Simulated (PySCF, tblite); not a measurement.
# C₅H₁₆FNSi₂: geometry, infrared bands and NMR shifts

Aim: predict the infrared bands and NMR shifts of C₅H₁₆FNSi₂ (`CNC(C)(C)C[SiH2][SiH2]F`).

Programs: tblite 0.8.0 and PySCF 2.14.0, with density-fitted response routines of our own. Each step states its level of theory. These are calculated values for one molecule in the gas phase, unless marked as measured. Atoms count from 0, in the outputs and in this text.

### 1 Starting geometry

25 atoms, charge 0, multiplicity 1; geometry from: force field or distance geometry start.

Bonds of the start (Å): C0–N1 1.45, N1–C2 1.48, C2–C3 1.56, C2–C4 1.55, C2–C5 1.54, C5–Si6 1.88, Si6–Si7 2.31, Si7–F8 1.61, C0–H9 1.09, C0–H10 1.09, C0–H11 1.10, N1–H12 1.00, C3–H13 1.09, C3–H14 1.09, C3–H15 1.08, C4–H16 1.09, C4–H17 1.09, C4–H18 1.09, C5–H19 1.09, C5–H20 1.09, Si6–H21 1.49, Si6–H22 1.50, Si7–H23 1.49, Si7–H24 1.48.

### 2 Relaxing the molecule with GFN2-xTB

What the job is given:

```
{"job": {"kind": "relax", "xc": "GFN2-xTB", "basis": "xTB"}, "charge": 0, "multiplicity": 1}
C     -1.726100     1.651500     0.330900
N     -0.577800     0.976400    -0.232600
C     -0.648400    -0.501400    -0.294200
C     -1.634100    -0.898400    -1.433800
C     -1.141400    -1.146200     1.024300
C      0.746300    -1.026400    -0.693600
Si     2.218000    -0.761700     0.449100
Si     2.810300     1.463100     0.603800
F      2.950700     2.097200    -0.865300
H     -1.566400     2.733900     0.297300
H     -1.895000     1.399200     1.382400
H     -2.651600     1.446700    -0.231900
H     -0.398800     1.349900    -1.146500
H     -2.658700    -0.602400    -1.211100
H     -1.644100    -1.985300    -1.558400
H     -1.350500    -0.457400    -2.372400
H     -0.575800    -0.780600     1.887400
H     -2.200700    -0.940500     1.206200
H     -1.033100    -2.231600     0.985000
H      1.036100    -0.612500    -1.664800
H      0.677800    -2.104900    -0.840100
H      3.361700    -1.545900    -0.091400
H      1.936900    -1.341800     1.807300
H      1.829200     2.258800     1.388900
H      4.124500     1.584500     1.282600
```

Run with:

```sh
> OMP_NUM_THREADS=1 python probes_run.py task.json out
```

The driver reads the jobs from task.json and runs them one after another.

**Question.** This job is followed by: GFN2-xTB harmonic vibrations, gas phase; GIAO PBE0/pcSseg-1 NMR shielding, non-relativistic, gas phase. What will the session give for the following? strongest single infrared mode (GFN2-xTB); zero-point energy (GFN2-xTB); 13C shifts against TMS (PBE0/pcSseg-1, means over atoms taken as alike); 1H shifts against TMS (PBE0/pcSseg-1, means over atoms taken as alike); 15N shifts against NH3 (PBE0/pcSseg-1); 29Si shifts against TMS (PBE0/pcSseg-1); 19F shifts against CFCl3 (PBE0/pcSseg-1); surface potential, 1st and 99th percentile.

**Answer**, as computed:

| quantity | value |
| --- | --- |
| strongest single infrared mode (GFN2-xTB) | 2170 cm⁻¹, 431 km/mol |
| zero-point energy (GFN2-xTB) | 126.0 kcal/mol |
| 13C shifts against TMS (PBE0/pcSseg-1, means over atoms taken as alike) | 52.7, 30.7, 30.1, 29.1 ppm |
| 1H shifts against TMS (PBE0/pcSseg-1, means over atoms taken as alike) | 5.53, 3.69, 2.56, 1.18, 1.10, 0.36 ppm |
| 15N shifts against NH3 (PBE0/pcSseg-1) | 81.9 ppm |
| 29Si shifts against TMS (PBE0/pcSseg-1) | -9.4, -88.9 ppm |
| 19F shifts against CFCl3 (PBE0/pcSseg-1) | -263.9 ppm |
| surface potential, 1st and 99th percentile | -1.29 V and 1.22 V |

In words: Relaxing lowered the energy by 0.345 eV in 179 steps; the close pair that moved most is Si7–H23, from 1.487 to 1.457 Å. All 69 modes are real, so the xTB geometry is a minimum. The strongest single mode, at 2170 cm⁻¹, moves mainly H21. GFN2-xTB is a fitted tight-binding method: band positions and strengths are rough. Its intensities can rank the bands wrongly. The most deshielded carbon is C2 (fully substituted sp3 carbon bonded to N), at 52.7 ppm: pulled downfield by the heteroatom. At PBE0/pcSseg-1: Shielding is most anisotropic at Si7 (span 191 ppm, paramagnetic term -518 ppm).
